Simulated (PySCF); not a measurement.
# C5H5AlO2S: excited-state relaxation

Computed with PySCF 2.14.0 and routines of our own; the level stands in each step. Atoms count from 0.

## 1. The starting structure

14 atoms, charge 0, multiplicity 1; geometry from: GFN2-xTB.

## 2. Relaxing the molecule at HF/def2-SV(P)

What the job is given:

```
{"job": {"xc": "HF", "basis": "def2-SV(P)", "grid": 1, "kind": "geom"}, "charge": 0, "multiplicity": 1}
O     -1.082842     2.477186     0.959899
C     -1.019303     1.372121     0.492307
C      0.165916     0.735113    -0.032815
C      0.147031    -0.524480    -0.558452
S      1.571293    -1.341646    -1.201343
Al     2.705299    -0.078732     0.227802
C     -1.098288    -1.224359    -0.593835
C     -2.185304    -0.609033    -0.087978
O     -2.176844     0.610039     0.439163
H      1.063453     1.360540    -0.044191
H      2.538166    -0.512208     1.690132
H      3.684962     1.006938    -0.238411
H     -1.145393    -2.214025    -1.010954
H     -3.168824    -1.057924    -0.063490
```

The run is started by

```console
$ OMP_NUM_THREADS=1 python excited_run.py task.json out
```

One launch serves the whole session: the jobs run in the order shown.

Q: Estimate the wall time and peak memory of this first job on 1 thread of Arm Neoverse V1, shared host.

About 80 s, with a peak of 0.55 GiB.
